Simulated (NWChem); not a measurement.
# AlHBrF (SMILES [F][AlH][Br]) at B3LYP/def2-SVP

Aim: the vertical ionisation energy of AlHBrF at B3LYP/def2-SVP, from 2 runs. 

The results are computed with NWChem 7.3.0.

## Step 1: Starting point

The species is AlHBrF (4 atoms), meant as a singlet with charge 0. As SMILES, `[F][AlH][Br]`. Geometry: relaxed at PBE0-D4/def2-TZVP.

Bond lengths: F1–Al2 1.641 Å, Al2–Br3 2.237 Å, Al2–H4 1.563 Å. Angles: F1–Al2–Br3 117.7°, F1–Al2–H4 119.7°, Br3–Al2–H4 122.6°.

## Step 2: The energy at B3LYP/def2-SVP

File sp.nw:

```
start sp
title "AlBrFH"
memory stack 880 mb heap 220 mb global 1100 mb
geometry noautosym nocenter noautoz
F     0.779100   -0.805100    1.280100
Al    0.132300    0.076200    0.056400
Br   -1.566600   -0.822700   -1.088000
H     0.710500    1.491300   -0.268800
end
basis spherical bse
* library def2-SVP
end
dft
xc b3lyp
grid fine
convergence energy 1e-08
iterations 100
mulliken
print low
end
task dft energy
```

On the command line:

```sh
nwchem sp.nw > sp.out
```

The program printed:

```text
Northwest Computational Chemistry Package (NWChem) 7.3.0
             --------------------------------------------------------

           Job information
           ---------------

    nwchem branch   = 7.3.0
    use scalapack   = T
    input           = sp.nw
    prefix          = sp.
    data base       = ./sp.db
    status          = startup
    nproc           =        1

           Memory information
           ------------------

    heap     =     28835840 doubles =      220.0 Mbytes
    stack    =    115343357 doubles =      880.0 Mbytes
    global   =    144179200 doubles =     1100.0 Mbytes (distinct from heap & stack)
    total    =    288358397 doubles =     2200.0 Mbytes
    verify   = yes
    hardfail = no

           Directory information
           ---------------------

  0 permanent = .
  0 scratch   = .

                                NWChem Input Module
                                -------------------

                                      AlBrFH
                                      ------

 Scaling coordinates for geometry "geometry" by  1.889725989
 (inverse scale =  0.529177249)

                             Geometry "geometry" -> ""
                             -------------------------

 Output coordinates in angstroms (scale by  1.889725989 to convert to a.u.)

  No.       Tag          Charge          X              Y              Z
 ---- ---------------- ---------- -------------- -------------- --------------
    1 F                    9.0000     0.77910000    -0.80510000     1.28010000
    2 Al                  13.0000     0.13230000     0.07620000     0.05640000
    3 Br                  35.0000    -1.56660000    -0.82270000    -1.08800000
    4 H                    1.0000     0.71050000     1.49130000    -0.26880000

      Atomic Mass
      -----------

      F                 18.998400
      Al                26.981540
      Br                79.916500
      H                  1.007825

 Effective nuclear repulsion energy (a.u.)     207.0286158401

            Nuclear Dipole moment (a.u.)
            ----------------------------
        X                 Y               Z
 ---------------- ---------------- ----------------
   -85.7722059779   -63.4163695878   -49.3118327542

            XYZ format geometry
            -------------------
     4
 geometry
 F                     0.77910000    -0.80510000     1.28010000
 Al                    0.13230000     0.07620000     0.05640000
 Br                   -1.56660000    -0.82270000    -1.08800000
 H                     0.71050000     1.49130000    -0.26880000

 ==============================================================================
                                internuclear distances
 ------------------------------------------------------------------------------
       center one      |      center two      | atomic units |  angstroms
 ------------------------------------------------------------------------------
    2 Al               |   1 F                |     3.10081  |     1.64088
    3 Br               |   2 Al               |     4.22722  |     2.23695
    4 H                |   2 Al               |     2.95341  |     1.56288
 ------------------------------------------------------------------------------
                         number of included internuclear distances:          3
 ==============================================================================

 ==============================================================================
                                 internuclear angles
 ------------------------------------------------------------------------------
        center 1       |       center 2       |       center 3       |  degrees
 ------------------------------------------------------------------------------
    1 F                |   2 Al               |   3 Br               |   117.71
    1 F                |   2 Al               |   4 H                |   119.71
    3 Br               |   2 Al               |   4 H                |   122.57
 ------------------------------------------------------------------------------
                            number of included internuclear angles:          3
 ==============================================================================

 Summary of "ao basis" -> "" (spherical)
 ------------------------------------------------------------------------------
       Tag                 Description            Shells   Functions and Types
 ---------------- ------------------------------  ------  ---------------------
 *                          def2-SVP                  on all atoms

                                 NWChem DFT Module
                                 -----------------

                                      AlBrFH

                      Basis "ao basis" -> "ao basis" (spherical)
                      -----
  [basis functions not shown]

 Summary of "ao basis" -> "ao basis" (spherical)
 ------------------------------------------------------------------------------
       Tag                 Description            Shells   Functions and Types
 ---------------- ------------------------------  ------  ---------------------
 F                          def2-SVP                 6       14   3s2p1d
 Al                         def2-SVP                 8       18   4s3p1d
 Br                         def2-SVP                12       32   5s4p3d
 H                          def2-SVP                 3        5   2s1p

  Caching 1-el integrals
   Time after variat. SCF:      0.3

     ---------------------------------------------
      Total Density - Mulliken Population Analysis
     ---------------------------------------------

    Atom       Charge   Shell Charges
 -----------   ------   -------------------------------------------------------
    1 F    9     9.68   1.99  1.15  0.79  3.57  2.17  0.00
    2 Al  13    11.73   2.00  1.99  0.77  0.16  5.93  0.49  0.25  0.16
    3 Br  35    35.45   2.00  2.00  2.00  1.36  0.58  6.00  5.99  2.40  3.11  8.23  1.73  0.05
    4 H    1     1.14   0.67  0.47  0.01
   Time prior to 1st pass:      0.3

           Memory utilization after 1st SCF pass:
           Heap Space remaining (MW):        0.00                  80
          Stack Space remaining (MW):      115.34           115342836

   convergence    iter        energy       DeltaE   RMS-Dens  Diis-err    time
 ---------------- ----- ----------------- --------- --------- ---------  ------
 d= 0,ls=0.0,diis     1  -2916.6717374107 -3.12D+03  1.94D-02  6.33D-01     1.0
 d= 0,ls=0.0,diis     2  -2916.5862172394  8.55D-02  1.10D-02  1.76D+00     1.5
 d= 0,ls=0.0,diis     3  -2916.7401946906 -1.54D-01  1.78D-03  2.04D-02     2.1
 d= 0,ls=0.0,diis     4  -2916.7413923362 -1.20D-03  8.75D-04  4.44D-03     2.7
 d= 0,ls=0.0,diis     5  -2916.7418880903 -4.96D-04  1.66D-04  1.06D-04     3.3
  Resetting Diis
 d= 0,ls=0.0,diis     6  -2916.7419030540 -1.50D-05  1.59D-05  1.59D-06     3.9
 d= 0,ls=0.0,diis     7  -2916.7419032109 -1.57D-07  7.87D-06  1.15D-07     4.4
 d= 0,ls=0.0,diis     8  -2916.7419032107  2.34D-10  4.45D-06  1.11D-07     5.0

         Total DFT energy =    -2916.741903210689
      One electron energy =    -4472.208454583975
           Coulomb energy =     1469.406390855501
    Exchange-Corr. energy =     -120.968455322349
 Nuclear repulsion energy =      207.028615840135

 Numeric. integr. density =       58.000000191974

     Total iterative time =      4.7s

     ---------------------------------------------
      Total Density - Mulliken Population Analysis
     ---------------------------------------------

    Atom       Charge   Shell Charges
 -----------   ------   -------------------------------------------------------
    1 F    9     9.38   1.99  1.12  0.81  3.35  2.10  0.00
    2 Al  13    12.20   2.00  1.98  0.84  0.05  5.92  0.78  0.36  0.27
    3 Br  35    35.27   2.00  2.00  1.99  1.45  0.50  6.00  5.98  2.39  2.94  8.19  1.75  0.08
    4 H    1     1.16   0.72  0.43  0.01

     -------------------------------------------
      Total Density - Lowdin Population Analysis
     -------------------------------------------

    Atom       Charge   Shell Charges
 -----------   ------   -------------------------------------------------------
    1 F    9     9.21   1.98  1.01  0.76  3.22  2.24  0.00
    2 Al  13    12.60   2.00  1.94  0.59  0.27  5.81  0.90  0.63  0.47
    3 Br  35    35.06   2.00  2.00  1.96  1.13  0.71  5.99  5.81  2.47  2.96  7.84  2.04  0.15
    4 H    1     1.13   0.63  0.49  0.01

 Task  times  cpu:        5.0s     wall:        5.0s
 Total times  cpu:        5.0s     wall:        5.0s
```

Run time: 5.7 s. Hardware: 1 thread of AMD EPYC 9R14 (Zen 4), shared host; peak memory 0.11 GiB.

(Part 1 of 2 ends here.)
